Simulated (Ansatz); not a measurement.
# MgBr+ (triplet): wB97M-V, B2PLYP over a scan of the distance Br1–Mg2, cc-pVDZ

How well do these functionals follow the top wave-function level for MgBr+ (triplet) over a scan of the distance Br1–Mg2?

The runs use Ansatz 0.2.0, Gaussian basis; cc-pVDZ, all electrons in the functionals, frozen cores in the correlation of double hybrids and RPA.

Plan: wB97M-V, B2PLYP, at 2.287 Å; 2.606 Å; 2.832 Å; 3.085 Å; 3.502 Å; 3.844 Å; 4.559 Å; 5.274 Å; 6.289 Å; 7.645 Å; 9.591 Å.

47 further runs of the same task are left out: 22 for a known fault of the program, 2 for a mislabelled method, 19 that didn't finish, 4 set aside as unsound or not needed.

## Step 1: The system

The geometry derives from a PBE0/def2-TZVP stationary point (not a proven minimum). One bond is set to the value named and the two fragments are kept rigid. No spin-orbit coupling is included. The filled d shell of Br may be among the frozen orbitals whatever the setting's name suggests; the logs give the count.

2 atoms, charge 1, spin multiplicity 3.

Atoms are counted from 1 here; the program's logs count them from 0.

Bond lengths: Br1–Mg2 2.832 Å.

As a file:

```xyz
2
BrMg
Br    0.0000    0.0000    0.0000
Mg    0.0000    0.0000    2.8317
```

No dispersion term is added; wB97M-V holds VV10 nonlocal correlation.

The geometry shown and the zero of energy belong to the point 2.832 Å. The yardstick, UCCSDT(Q), and other wave-function levels (R restricted, U unrestricted, valence and pair active spaces) come from earlier runs.

## Step 2: wB97M-V, 2.287 Å

Contents of in.yaml:

```yaml
crystal:
  periodic: [false, false, false]
  atoms:
    - {symbol: Br, position_ang: [0.000000, 0.000000, 0.000000]}
    - {symbol: Mg, position_ang: [0.000000, 0.000000, 2.287000]}
basis:
  gaussian: {orbitals: cc-pVDZ}
total_charge: 1
magnetization: {spin_polarized: true, initial_magnetization: 2}
hamiltonian: {xc: {name: wB97M-V}}
output: {forces: true, orbitals: {seedname: orbitals}}
```

Started as:

```sh
> ansatz run in.yaml --threads 1 --pin off --events-out ev --progress --plain --max-ram 2393MiB
```

Further steps of the session: wB97M-V, 2.606 Å; wB97M-V, 2.832 Å; wB97M-V, 3.085 Å; wB97M-V, 3.502 Å; wB97M-V, 3.844 Å; wB97M-V, 4.559 Å; wB97M-V, 5.274 Å; wB97M-V, 6.289 Å; wB97M-V, 7.645 Å; wB97M-V, 9.591 Å; B2PLYP, 2.287 Å; B2PLYP, 2.606 Å; B2PLYP, 2.832 Å; B2PLYP, 3.085 Å; B2PLYP, 3.502 Å; B2PLYP, 3.844 Å; B2PLYP, 4.559 Å; B2PLYP, 5.274 Å; B2PLYP, 6.289 Å; B2PLYP, 7.645 Å; B2PLYP, 9.591 Å.

Before running them: what should the planned runs give, taken together? Wanted: span of the UCCSDT(Q) curve; largest miss, wB97M-V; largest miss, B2PLYP.

The runs gave:

| quantity | value |
| --- | --- |
| span of the UCCSDT(Q) curve | 16.7 kcal/mol |
| largest miss, wB97M-V | +0.9 kcal/mol (9.591 Å) |
| largest miss, B2PLYP | +0.4 kcal/mol (7.645 Å) |

**Reading.** Of the functionals, B2PLYP keep the smallest largest miss at the points compared (at most 0.4 kcal/mol) and wB97M-V strays most (0.9 kcal/mol, at 9.591 Å). Functionals and the yardstick converge differently with the basis, so part of each miss in cc-pVDZ is the basis.
